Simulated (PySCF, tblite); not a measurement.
**C5H11PSi: geometry, infrared bands and NMR shifts**

Wanted: the infrared bands and NMR shifts of C5H11PSi (`CCC#C[Si@H](C)P`), by calculation.

The runs use tblite 0.8.0 and PySCF 2.14.0, with density-fitted response routines of our own; the level of theory stands in each step. All values are computed, except where a source is named. Atoms are numbered from 0 throughout.

### Step 1. The molecule as given

18 atoms, charge 0, multiplicity 1; geometry from: force field or distance geometry start.

Bonds of the start (Å): C0–C1 1.52, C1–C2 1.45, C2–C3 1.21, C3–Si4 1.87, Si4–C5 1.86, Si4–P6 2.23, C0–H7 1.09, C0–H8 1.09, C0–H9 1.10, C1–H10 1.09, C1–H11 1.11, Si4–H12 1.49, C5–H13 1.10, C5–H14 1.08, C5–H15 1.09, P6–H16 1.42, P6–H17 1.41.

### Step 2. Optimising the geometry with GFN2-xTB

What the job is given:

```
{"job": {"kind": "relax", "xc": "GFN2-xTB", "basis": "xTB"}, "charge": 0, "multiplicity": 1}
C      3.130500     0.340900     0.738000
C      2.342200    -0.950700     0.586500
C      0.922400    -0.704300     0.405200
C     -0.260200    -0.484100     0.236100
Si    -2.084100    -0.152000     0.007700
C     -2.682000    -0.623300    -1.685300
P     -2.359900     2.046400     0.270200
H      4.193400     0.142200     0.887100
H      3.018700     0.965900    -0.152900
H      2.763800     0.922100     1.603000
H      2.738400    -1.524600    -0.255600
H      2.492900    -1.571700     1.493300
H     -2.887900    -0.837100     1.053600
H     -2.115600    -0.101100    -2.469600
H     -2.561600    -1.688600    -1.851700
H     -3.740100    -0.383200    -1.800600
H     -1.625400     2.159900     1.480400
H     -1.294300     2.449500    -0.557000
```

On the command line:

```console
> OMP_NUM_THREADS=1 python probes_run.py task.json out
```

The driver reads the jobs from task.json and runs them one after another.

**Question.** This job is followed by: GFN2-xTB harmonic vibrations, gas phase; GIAO PBE0/pcSseg-1 NMR shielding, non-relativistic, gas phase. Predict these results of the whole session: strongest single infrared mode (GFN2-xTB); zero-point energy (GFN2-xTB); ¹³C shifts against TMS (PBE0/pcSseg-1); ¹H shifts against TMS (PBE0/pcSseg-1, means over atoms taken as alike); ²⁹Si shifts against TMS (PBE0/pcSseg-1); ³¹P shifts against H3PO4 (PBE0/pcSseg-1).

The runs gave:

| quantity | value |
| --- | --- |
| strongest single infrared mode (GFN2-xTB) | 2300 cm⁻¹, 314 km/mol |
| zero-point energy (GFN2-xTB) | 86.2 kcal/mol |
| ¹³C shifts against TMS (PBE0/pcSseg-1) | 121.1, 87.5, 16.8, 16.4, -1.2 ppm |
| ¹H shifts against TMS (PBE0/pcSseg-1, means over atoms taken as alike) | 4.77, 2.40, 2.38, 1.26, 1.22, 0.33 ppm |
| ²⁹Si shifts against TMS (PBE0/pcSseg-1) | -46.0 ppm |
| ³¹P shifts against H3PO4 (PBE0/pcSseg-1) | -273.4 ppm |

What this shows: The optimisation took 35 steps and gained 0.102 eV; among the close pairs (by a distance rule), Si4–C5 changed most, from 1.856 to 1.902 Å. The lowest mode is slightly imaginary (8i cm⁻¹), a soft motion within the noise of the Hessian, so the minimum is not strictly shown. The strongest single mode, at 2300 cm⁻¹, moves mainly H17 and H16. Unscaled tight-binding wavenumbers are off by several per cent, some by more. Its intensities can rank the bands wrongly. At PBE0/pcSseg-1: The widest tensor belongs to C2: span 286 ppm, with a paramagnetic part of -209 ppm.
